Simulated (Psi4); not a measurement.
# AlBH2OF2 (SMILES O[B](F)[AlH][F]): wB97X/6-31G(d) (spherical functions)

What is the vertical singlet–triplet gap of AlBH2OF2 at wB97X/6-31G* (spherical functions)? 

The results are computed with Psi4 1.11.

## Step 1: The molecule

AlBH2OF2 has 7 atoms, charge 0, and is taken as a singlet. SMILES: `O[B](F)[AlH][F]`. The coordinates come from a PBE0-D4/def2-TZVP relaxation. This is one conformer, not always the lowest.

Bond lengths: O1–B2 1.351 Å, B2–F3 1.331 Å, B2–Al4 2.153 Å, Al4–F5 1.661 Å, O1–H6 0.961 Å, Al4–H7 1.580 Å. Angles: O1–B2–F3 115.5°, O1–B2–Al4 122.4°, F3–B2–Al4 122.1°, B2–Al4–F5 111.0°, B2–O1–H6 113.4°, B2–Al4–H7 132.2°, F5–Al4–H7 116.8°.

## Step 2: Energy and gradient at wB97X/6-31G(d) (spherical functions)

job.py reads:

```python
import psi4

psi4.set_memory(2200000000)
psi4.set_num_threads(1)
psi4.core.set_output_file('albf2h2o.out', False)

mol = psi4.geometry("""
0 1
O      0.462300    -0.166500     1.769000
B      0.511800    -0.675600     0.519100
F      1.170800    -1.824800     0.394500
Al    -0.411500     0.301600    -1.162100
F     -1.152700     1.713100    -0.697800
H     -0.019900     0.662300     1.825000
H     -0.499600    -0.078200    -2.693300
units angstrom
symmetry c1
no_reorient
no_com
""")

psi4.set_options({
    'basis': '6-31G*',
    'puream': True,
    'e_convergence': 1e-09,
    'd_convergence': 1e-08,
    'scf_type': 'pk',
    'dft_radial_points': 99,
    'dft_spherical_points': 590,
})

result, w = psi4.gradient('WB97X', molecule=mol, return_wfn=True)
psi4.oeprop(w, 'MAYER_INDICES', 'QUADRUPOLE', 'DIPOLE')
print('gradient / Eh bohr^-1')
print(result.np.round(6))
print(f'energy = {w.energy():.10f} Eh')
for k, v in sorted(psi4.core.scalar_variables().items()):
    print(f'{k:45s} {v:18.10f}')
```

Run with:

```bash
$ python job.py
```

albf2h2o.out:

```text
[...]
  Running in c1 symmetry.
[...]
  Nuclear repulsion =  190.104529715395842
[...]
  Multiplicity = 1
[...]
  Nalpha       = 23
  Nbeta        = 23
[...]
    Number of basis functions: 78
[...]
   @RKS iter   1:  -543.28709775207187   -1.05898e+00   8.76565e-03 DIIS/ADIIS
[...]
   @RKS iter  12:  -543.45250059259411   -2.04636e-12   2.70151e-09 DIIS
[...]
    Orbital Energies [Eh]
    ---------------------
    Doubly Occupied:
       1A    -56.064165     2A    -24.746547     3A    -24.709403
       4A    -19.241665     5A     -6.908354     6A     -4.256554
       7A     -2.811010     8A     -2.804761     9A     -2.801082
      10A     -1.320803    11A     -1.254517    12A     -1.167383
      13A     -0.701489    14A     -0.624040    15A     -0.581295
      16A     -0.560523    17A     -0.548382    18A     -0.520948
      19A     -0.505868    20A     -0.503983    21A     -0.466902
      22A     -0.463080    23A     -0.368144
[...]
  @RKS Final Energy:  -543.45250059259411
   => Energetics <=
    Nuclear Repulsion Energy =            190.1045297153958415
    One-Electron Energy =               -1133.1074387981316249
    Two-Electron Energy =                 438.3394658463814721
    DFT Exchange-Correlation Energy =     -38.7890573562398373
    Empirical Dispersion Energy =           0.0000000000000000
    VV10 Nonlocal Energy =                  0.0000000000000000
    Total Energy =                       -543.4525005925941059
[...]
  -Total Gradient:
     Atom            X                  Y                   Z
    ------   -----------------  -----------------  -----------------
       1       -0.001823666073     0.001173717801    -0.005539985624
       2        0.003534523730    -0.004188552997     0.004962423890
       3       -0.003427779146     0.006075296088     0.000965469576
       4       -0.002257215249     0.002986234818    -0.002221551911
       5        0.002010444998    -0.003613759876    -0.000743304610
       6        0.001953133892    -0.003059399451     0.000712419366
       7       -0.000020587723     0.000581156610     0.001551185888
[...]
 Multipole Moments:
 ------------------------------------------------------------------------------------
     Multipole            Electronic (a.u.)      Nuclear  (a.u.)        Total (a.u.)
 ------------------------------------------------------------------------------------
 L = 1.  Multiply by 2.5417464519 to convert [e a0] to [Debye]
 Dipole X            :         -1.2085335            1.0418060           -0.1667275
 Dipole Y            :          2.5360925           -2.2873245            0.2487680
 Dipole Z            :          3.6178070           -3.6997058           -0.0818988
 Magnitude           :                                                    0.3104689
 L = 2.  Multiply by 1.3450342976 to convert [e a0^2] to [Debye ang]
 Quadrupole XX       :       -130.9669877          106.2969989          -24.6699888
 Quadrupole XY       :        150.2655416         -146.1731830            4.0923587
[...]
```

The script printed:

```text
gradient / Eh bohr^-1
[[-1.824e-03  1.174e-03 -5.540e-03]
 [ 3.535e-03 -4.189e-03  4.962e-03]
 [-3.428e-03  6.075e-03  9.650e-04]
 [-2.257e-03  2.986e-03 -2.222e-03]
 [ 2.010e-03 -3.614e-03 -7.430e-04]
 [ 1.953e-03 -3.059e-03  7.120e-04]
 [-2.100e-05  5.810e-04  1.551e-03]]
energy = -543.4525005926 Eh
CURRENT ENERGY                                   -543.4525005926
CURRENT REFERENCE ENERGY                         -543.4525005926
DD SOLVATION ENERGY                                 0.0000000000
DFT FUNCTIONAL TOTAL ENERGY                      -543.4525005926
DFT TOTAL ENERGY                                 -543.4525005926
DFT VV10 ENERGY                                     0.0000000000
DFT XC ENERGY                                     -38.7890573562
GRID ELECTRONS ALPHA                               22.9999983008
GRID ELECTRONS BETA                                22.9999983008
GRID ELECTRONS TOTAL                               45.9999966016
NUCLEAR REPULSION ENERGY                          190.1045297154
ONE-ELECTRON ENERGY                             -1133.1074387981
PCM POLARIZATION ENERGY                             0.0000000000
PE ENERGY                                           0.0000000000
SCF ITERATION ENERGY                             -543.4525005926
SCF ITERATIONS                                     12.0000000000
SCF TOTAL ENERGY                                 -543.4525005926
TWO-ELECTRON ENERGY                               438.3394658464
XC GRID RADIAL POINTS                              99.0000000000
XC GRID SPHERICAL POINTS                          590.0000000000
XC GRID TOTAL POINTS                           391528.0000000000
```

Wall time 15 s (1 thread of Intel Xeon 6975P-C (Granite Rapids), shared host); peak memory 1 GiB.

## Step 3: The triplet at the same level

calc.inp reads:

```
memory 2200 mb

molecule system {
  0 3
  O
  B 1 R2
  F 2 R3 1 A3
  Al 2 R4 3 A4 1 D4
  F 4 R5 2 A5 3 D5
  H 1 R6 2 A6 3 D6
  H 4 R7 5 A7 6 D7

  R2 = 1.350512
  R3 = 1.330589
  A3 = 115.49284
  R4 = 2.152635
  A4 = 122.09777
  D4 = -179.99289
  R5 = 1.660507
  A5 = 111.03628
  D5 = -179.84343
  R6 = 0.960501
  A6 = 113.4307
  D6 = -179.99672
  R7 = 1.580058
  A7 = 116.76961
  D7 = 179.90713
  symmetry c1
}

set {
  reference            uks
  puream               true
  e_convergence        1e-09
  d_convergence        1e-08
  scf_type             pk
  dft_radial_points    99
  dft_spherical_points 590
  maxiter              100
}

energy_value, wavefunction = gradient('wb97x/6-31G*', return_wfn=True)
oeprop(wavefunction, 'DIPOLE', 'MULLIKEN_CHARGES', 'MAYER_INDICES')
```

Run with:

```bash
$ psi4 -i calc.inp -o calc.out -n 1
```

calc.out, cut to the lines that bear on the results:

```text
[...]
  Running in c1 symmetry.
[...]
  Nuclear repulsion =  190.104527916309877
[...]
  Multiplicity = 3
[...]
  Nalpha       = 24
  Nbeta        = 22
[...]
    Number of basis functions: 78
[...]
   @UKS iter   1:  -543.14194403048543   -9.13824e-01   8.50412e-03 ADIIS/DIIS
[...]
   @UKS iter  16:  -543.30419823706075   -3.06954e-12   6.01533e-09 DIIS
[...]
   @S^2 Observed:                2.004154466E+00
[...]
  @UKS Final Energy:  -543.30419823706075
   => Energetics <=
    Nuclear Repulsion Energy =            190.1045279163098769
    One-Electron Energy =               -1132.0412831756830201
    Two-Electron Energy =                 437.3652287825948406
    DFT Exchange-Correlation Energy =     -38.7326717602824715
    Empirical Dispersion Energy =           0.0000000000000000
    VV10 Nonlocal Energy =                  0.0000000000000000
    Total Energy =                       -543.3041982370607457
[...]
  -Total Gradient:
     Atom            X                  Y                   Z
    ------   -----------------  -----------------  -----------------
       1        0.000012198162    -0.019553109528     0.006519844000
       2        0.000015606954     0.028826579343     0.000474765893
       3       -0.000025546220    -0.006731653501    -0.018333487328
       4       -0.000013406354    -0.006325579713    -0.004821338552
       5       -0.000001158473    -0.000181947625     0.008978249980
       6        0.000003296946    -0.004712331654     0.008140881474
       7        0.000004174658     0.008706055006    -0.000785134076
[...]
 Multipole Moments:
 ------------------------------------------------------------------------------------
     Multipole            Electronic (a.u.)      Nuclear  (a.u.)        Total (a.u.)
 ------------------------------------------------------------------------------------
[...]
  Mulliken Charges: (a.u.)
   Center  Symbol    Alpha    Beta     Spin     Total
       1     O     4.32847  4.18510  0.14337 -0.51357
       2     B     2.68359  1.95745  0.72614  0.35895
       3     F     4.65762  4.56262  0.09500 -0.22024
       4    AL     6.72845  5.88136  0.84709  0.39020
       5     F     4.76326  4.68970  0.07356 -0.45296
       6     H     0.26708  0.27279 -0.00571  0.46014
       7     H     0.57153  0.45097  0.12056 -0.02251
   Total alpha = 24.00000, Total beta = 22.00000, Total charge =  0.00000
  Mayer Bond Indices:
[...]
```

It took 23 s on 1 thread of Intel Xeon 6975P-C (Granite Rapids), shared host; peak memory 1 GiB.

## Step 4: Outcome

At wB97X/6-31G* (spherical functions):

```
                                        quantity          value
                           singlet: total energy  -543.45250 Eh
                          singlet: dipole moment         0.79 D
                            singlet: HOMO energy      -10.02 eV
                            singlet: LUMO energy        0.21 eV
                          singlet: HOMO–LUMO gap       10.23 eV
               singlet: largest force on an atom     0.380 eV/Å
                           triplet: total energy  -543.30420 Eh
                          triplet: dipole moment         0.45 D
     triplet: HOMO energy (highest over α and β)       -6.27 eV
      triplet: LUMO energy (lowest over α and β)       -3.64 eV
                                   triplet: ⟨S²⟩          2.004
               triplet: largest force on an atom     1.483 eV/Å
vertical energy of the triplet above the singlet       4.036 eV
```

**Reading.** At this shape the triplet lies 4.04 eV (389 kJ/mol) above the singlet. The largest force (singlet) is 0.38 eV/Å: the shape isn't a stationary point for this species at this level.
